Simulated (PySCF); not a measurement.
# SiHBr: NMR shieldings

Wanted: NMR shieldings for SiHBr (`[SiH]Br`).

Computed with PySCF 2.14.0 and routines of our own; the level stands in each step. Atoms count from 0.

### 1 The system as given

3 atoms, charge 0, multiplicity 1; geometry from: GFN2-xTB.

### 2 Relaxing the molecule at PBE0-D3(BJ)/def2-SVP

The job: settings as JSON, then the geometry in Å.

```
{"job": {"xc": "PBE0", "basis": "def2-SVP", "d3": "d3bj", "grid": 1, "maxiter": 30, "shake": 0.01, "kind": "geom"}, "charge": 0, "multiplicity": 1}
Si    -0.386590     0.741710     0.001820
Br     1.602680    -0.283110    -0.013190
H     -1.210070    -0.493540    -0.007810
```

The run is started by

```bash
$ OMP_NUM_THREADS=1 python heavy_run.py task.json out
```

This one command runs all jobs of the session in turn.

Standard output:

```text
step   0  E = -2863.40866928  max force = 0.017990
step   1  E = -2863.40957278  max force = 0.002457
step   2  E = -2863.40959648  max force = 0.000453
step   3  E = -2863.40960273  max force = 0.000420
step   4  E = -2863.40960572  max force = 0.001870
step   5  E = -2863.40961108  max force = 0.001758
step   6  E = -2863.40962161  max force = 0.000932
step   7  E = -2863.40962624  max force = 0.000075
optimisation converged
```

Run time: 7.1 s. Hardware: 1 thread of Arm Neoverse V1, shared host; peak memory 0.27 GiB.

Step by step:

```csv
step,energy from step 0 (eV),largest force component (eV/Å)
0,0.0000,0.9251
1,-0.0246,0.1263
2,-0.0252,0.0233
3,-0.0254,0.0216
4,-0.0255,0.0962
5,-0.0256,0.0904
6,-0.0259,0.0479
7,-0.0260,0.0039
```

Distances of close pairs at the start and the end, largest changes first:

| bond | before (Å) | after (Å) | change (Å) |
| --- | --- | --- | --- |
| Si0–H2 | 1.485 | 1.536 | +0.051 |
| Si0–Br1 | 2.238 | 2.250 | +0.013 |

The end geometry stands in the next job.

| at the end point | value |
| --- | --- |
| point group (found at 0.08 Å tolerance) | Cs |
| rotational constants (GHz, main isotopes) | 222.5, 4.687, 4.590 |
| dipole moment (D) | 1.01 |

### 3 NMR shieldings: PBE0/pcSseg-1 Br:us-x2c-TZVPall-2c, spin–orbit

The job: settings as JSON, then the geometry in Å.

```
{"job": {"kind": "hnmr", "xc": "PBE0", "basis": {"default": "pcSseg-1", "Br": "us-x2c-TZVPall-2c"}, "rel": "so"}, "charge": 0, "multiplicity": 1}
Si    -0.390988     0.770755     0.032145
Br     1.624296    -0.218679    -0.122653
H     -1.169356    -0.553119     0.026382
```

Method: PBE0/pcSseg-1 Br:us-x2c-TZVPall-2c GIAO NMR shielding, X2C with spin-orbit coupling, screened-nuclear two-electron part, Gaussian nuclei, gas phase.

Standard output:

```text
spin-free SCF
coarse grid: 16216 points
cycle   1  E = -2896.4511243662  dE = -9.723e-02  |g| = 2.579e-01  |ddm| = 1.810e+00
cycle   2  E = -2896.4340850763  dE =  1.704e-02  |g| = 3.127e-01  |ddm| = 6.720e-01
cycle   3  E = -2896.4685520566  dE = -3.447e-02  |g| = 8.719e-02  |ddm| = 4.321e-01
cycle   4  E = -2896.4694499697  dE = -8.979e-04  |g| = 1.125e-02  |ddm| = 4.881e-02
cycle   5  E = -2896.4694666433  dE = -1.667e-05  |g| = 1.701e-03  |ddm| = 1.124e-02
cycle   6  E = -2896.4694672811  dE = -6.378e-07  |g| = 4.695e-04  |ddm| = 2.045e-03
final grid: 30376 points
cycle   7  E = -2896.4694312271  dE = -5.116e-08  |g| = 3.980e-04  |ddm| = 8.113e-04
cycle   8  E = -2896.4694312340  dE = -6.987e-09  |g| = 3.790e-04  |ddm| = 7.028e-04
cycle   9  E = -2896.4694312648  dE = -3.077e-08  |g| = 2.114e-05  |ddm| = 3.285e-04
cycle  10  E = -2896.4694312649  dE = -1.096e-10  |g| = 9.985e-06  |ddm| = 3.912e-05
converged SCF energy = -2896.4694312649
two-component SCF
cycle   1  E = -2896.4039506592  dE = -2.896e+03  |FDS-SDF| = 8.966e+00
cycle   2  E = -2896.5447528125  dE = -1.408e-01  |FDS-SDF| = 9.438e-02
cycle   3  E = -2896.5448730613  dE = -1.202e-04  |FDS-SDF| = 2.959e-03
cycle   4  E = -2896.5448825698  dE = -9.508e-06  |FDS-SDF| = 1.185e-03
cycle   5  E = -2896.5448843113  dE = -1.742e-06  |FDS-SDF| = 7.551e-04
cycle   6  E = -2896.5448850211  dE = -7.098e-07  |FDS-SDF| = 2.310e-04
cycle   7  E = -2896.5448851674  dE = -1.464e-07  |FDS-SDF| = 1.222e-04
cycle   8  E = -2896.5448851959  dE = -2.850e-08  |FDS-SDF| = 4.160e-05
converged, E = -2896.5448851959

Field gradients (au) and densities at the nuclei (bohr^-3)
atom        Vxx        Vyy        Vzz        centre      nuclear mean
  0 Si    -0.0156    -1.7701     1.7857       1578.080       1578.061
  1 Br     0.2187     3.3767    -3.5954      39258.143      39229.673
  2 H     -0.0483    -0.0616     0.1100          0.357          0.357
without picture change
  1 Br                          -3.7130                     60005.478

Core orbital energies (eV)
atom   shell        mean    spread
  0 Si 1s        -1808.897   0.000
  0 Si 2s         -147.164   0.000
  0 Si 2p1/2      -101.658   0.000
  0 Si 2p3/2      -100.991   0.146
  1 Br 1s       -13365.961   0.000
  1 Br 2s        -1755.105   0.000
  1 Br 3s         -247.285   0.000
  1 Br 4s          -22.312   0.000
  1 Br 2p1/2     -1578.667   0.000
  1 Br 2p3/2     -1531.419   0.034
  1 Br 3p1/2      -185.560   0.000
  1 Br 3p3/2      -178.635   0.109
  1 Br 3d3/2       -71.606   0.128
  1 Br 3d5/2       -70.549   0.168

vertical triplet (scalar unrestricted SCF): 1.438 eV

Shielding tensors (ppm)
atom      isotropic    diamagn.    paramagn.     s11        s22        s33       span
  0 Si     -304.72      859.31    -1164.03   -1296.89     126.59     256.16    1553.05
  1 Br     1649.44     2989.09    -1339.65     -13.86    1612.22    3349.94    3363.80
  2 H        15.34       27.30      -11.95       4.94      18.85      22.25      17.31
```

It took 23 s on 1 thread of Arm Neoverse V1, shared host; peak memory 0.62 GiB.

In short:

```csv
quantity,value
energy from spin-orbit coupling,-0.0755 Eh
```

### 4 NMR shieldings: PBE0/pcSseg-1 Br:us-x2c-TZVPall-2c, spin-free

The job: settings as JSON, then the geometry in Å.

```
{"job": {"kind": "hnmr", "xc": "PBE0", "basis": {"default": "pcSseg-1", "Br": "us-x2c-TZVPall-2c"}, "rel": "sf"}, "charge": 0, "multiplicity": 1}
Si    -0.390988     0.770755     0.032145
Br     1.624296    -0.218679    -0.122653
H     -1.169356    -0.553119     0.026382
```

With the program's defaults for keys left out, this is: PBE0/pcSseg-1 Br:us-x2c-TZVPall-2c GIAO NMR shielding, spin-free X2C, Gaussian nuclei, gas phase.

Standard output:

```text
spin-free SCF
coarse grid: 16216 points
cycle   1  E = -2896.4511243662  dE = -9.723e-02  |g| = 2.579e-01  |ddm| = 1.810e+00
cycle   2  E = -2896.4340850763  dE =  1.704e-02  |g| = 3.127e-01  |ddm| = 6.720e-01
cycle   3  E = -2896.4685520566  dE = -3.447e-02  |g| = 8.719e-02  |ddm| = 4.321e-01
cycle   4  E = -2896.4694499697  dE = -8.979e-04  |g| = 1.125e-02  |ddm| = 4.881e-02
cycle   5  E = -2896.4694666433  dE = -1.667e-05  |g| = 1.701e-03  |ddm| = 1.124e-02
cycle   6  E = -2896.4694672811  dE = -6.378e-07  |g| = 4.695e-04  |ddm| = 2.045e-03
final grid: 30376 points
cycle   7  E = -2896.4694312271  dE = -5.116e-08  |g| = 3.980e-04  |ddm| = 8.113e-04
cycle   8  E = -2896.4694312340  dE = -6.987e-09  |g| = 3.790e-04  |ddm| = 7.028e-04
cycle   9  E = -2896.4694312648  dE = -3.077e-08  |g| = 2.114e-05  |ddm| = 3.285e-04
cycle  10  E = -2896.4694312649  dE = -1.096e-10  |g| = 9.985e-06  |ddm| = 3.912e-05
converged SCF energy = -2896.4694312649
check of the scalar solution
cycle   1  E = -2896.4694312649  dE = -2.896e+03  |FDS-SDF| = 9.985e-06
cycle   2  E = -2896.4694312649  dE = -8.185e-12  |FDS-SDF| = 1.260e-05
converged, E = -2896.4694312649

Field gradients (au) and densities at the nuclei (bohr^-3)
atom        Vxx        Vyy        Vzz        centre      nuclear mean
  0 Si    -0.0163    -1.7724     1.7888       1578.084       1578.065
  1 Br     0.2183     3.3821    -3.6004      39255.479      39227.009
  2 H     -0.0483    -0.0616     0.1099          0.357          0.357
without picture change
  1 Br                          -3.7193                     60006.016

Core orbital energies (eV)
atom   shell        mean    spread
  0 Si 1s        -1808.902   0.000
  0 Si 2s         -147.168   0.000
  0 Si 3s          -15.919   0.000
  0 Si 2p         -101.218   0.254
  1 Br 1s       -13366.158   0.000
  1 Br 2s        -1755.139   0.000
  1 Br 3s         -247.290   0.000
  1 Br 4s          -22.311   0.000
  1 Br 2p        -1546.915   0.058
  1 Br 3p         -180.903   0.187
  1 Br 3d          -70.972   0.186

Shielding tensors (ppm)
atom      isotropic    diamagn.    paramagn.     s11        s22        s33       span
  0 Si     -309.90      869.45    -1179.35   -1278.89      34.13     315.05    1593.93
  1 Br     1282.18     3138.20    -1856.02    -492.95    1194.33    3145.15    3638.09
  2 H        19.40       27.31       -7.92      16.14      20.55      21.51       5.37
```

Run time: 6.1 s. Hardware: 1 thread of Arm Neoverse V1, shared host; peak memory 0.52 GiB.

### 5 Shieldings side by side

```
                                                   run     Br1     Si0    H2   time
step 3, PBE0/pcSseg-1 Br:us-x2c-TZVPall-2c, spin–orbit  1649.4  -304.7  15.3   23 s
 step 4, PBE0/pcSseg-1 Br:us-x2c-TZVPall-2c, spin-free  1282.2  -309.9  19.4  6.1 s
```

### 6 What came out

| quantity | value |
| --- | --- |
| point group | Cs |
| rotational constants (main isotopes) | 222.46, 4.69, 4.59 GHz |
| energy from spin-orbit coupling (step 3, PBE0/pcSseg-1 Br:us-x2c-TZVPall-2c, spin–orbit) | -0.0755 Eh |
| shieldings (step 3, PBE0/pcSseg-1 Br:us-x2c-TZVPall-2c, spin–orbit) | Si0 -304.7, Br1 1649.4, H2 15.3 ppm |
| shieldings (step 4, PBE0/pcSseg-1 Br:us-x2c-TZVPall-2c, spin-free) | Si0 -309.9, Br1 1282.2, H2 19.4 ppm |

The optimisation took 7 steps and gained 0.026 eV; among the close pairs (by a distance rule), Si0–H2 changed most, from 1.485 to 1.536 Å. No frequency check was run at this level, so the end point may be a saddle. In step 3, Br1 has the widest tensor, 3364 ppm. Br1 moves most between the runs, by 367 ppm; the labels say what changes from run to run.
